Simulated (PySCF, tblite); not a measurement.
**C6H9N3: geometry, infrared bands and NMR shifts**

Wanted: the infrared bands and NMR shifts of C6H9N3 (`C=CCn1cnnc1C`), by calculation.

Computed with tblite 0.8.0 and PySCF 2.14.0, with density-fitted response routines of our own, on a single molecule in the gas phase. Atoms are numbered from 0 throughout.

**1. The molecule as given**

18 atoms, charge 0, multiplicity 1; geometry from: force field or distance geometry start.

Bonds of the start (Å): C0–C1 1.34, C1–C2 1.52, C2–N3 1.46, N3–C4 1.36, C4–N5 1.31, N5–N6 1.38, N6–C7 1.32, C7–C8 1.49, C7–N3 1.37, C0–H9 1.09, C0–H10 1.08, C1–H11 1.08, C2–H12 1.11, C2–H13 1.09, C4–H14 1.08, C8–H15 1.09, C8–H16 1.09, C8–H17 1.09.

**2. Geometry optimisation with GFN2-xTB**

What the job is given:

```
{"job": {"kind": "relax", "xc": "GFN2-xTB", "basis": "xTB"}, "charge": 0, "multiplicity": 1}
C     -1.835700    -1.889800    -0.131800
C     -1.646700    -0.673500     0.400700
C     -0.458100    -0.322900     1.276700
N      0.260900     0.826100     0.741500
C      0.151700     2.102300     1.194200
N      0.979700     2.865400     0.515500
N      1.656300     2.068100    -0.379400
C      1.223900     0.835000    -0.228600
C      1.668300    -0.358600    -0.995900
H     -2.723300    -2.079300    -0.742400
H     -1.156300    -2.712800     0.017800
H     -2.377200     0.103900     0.226500
H     -0.822700    -0.056500     2.288500
H      0.244500    -1.149700     1.375900
H     -0.523900     2.436300     1.969300
H      0.840600    -0.761900    -1.583000
H      2.476600    -0.083400    -1.676600
H      2.032600    -1.142400    -0.327000
```

Launch:

```console
OMP_NUM_THREADS=1 python probes_run.py task.json out
```

One launch serves the whole session: the jobs run in the order shown.

**Question.** This job is followed by: GFN2-xTB harmonic vibrations, gas phase; GIAO PBE0/pcSseg-1 NMR shielding, non-relativistic, gas phase. What will the session give for the following? strongest single infrared mode (GFN2-xTB); zero-point energy (GFN2-xTB); 13C shifts against TMS (PBE0/pcSseg-1); 1H shifts against TMS (PBE0/pcSseg-1, means over atoms taken as alike); 15N shifts against NH3 (PBE0/pcSseg-1).

**Answer**, as computed:

| quantity | value |
| --- | --- |
| strongest single infrared mode (GFN2-xTB) | 1492 cm⁻¹, 105 km/mol |
| zero-point energy (GFN2-xTB) | 90.7 kcal/mol |
| 13C shifts against TMS (PBE0/pcSseg-1) | 153.5, 146.1, 143.4, 125.8, 51.0, 13.1 ppm |
| 1H shifts against TMS (PBE0/pcSseg-1, means over atoms taken as alike) | 7.71, 5.97, 5.68, 5.58, 4.51, 2.49 ppm |
| 15N shifts against NH3 (PBE0/pcSseg-1) | 364.8, 363.6, 196.5 ppm |

What this shows: The optimisation took 65 steps and gained 0.121 eV; among the close pairs (by a distance rule), N5–N6 changed most, from 1.376 to 1.344 Å. No mode is imaginary among the 48: a minimum at this level. The strongest single mode, at 1492 cm⁻¹, moves mainly C4 and N5. Unscaled tight-binding wavenumbers are off by several per cent, some by more. Its intensities can rank the bands wrongly. At PBE0/pcSseg-1: Shielding is most anisotropic at N5 (span 527 ppm, paramagnetic term -427 ppm). NICS(1)zz of -30 ppm above the planar ring from N3 marks a diatropic (aromatic) ring current.
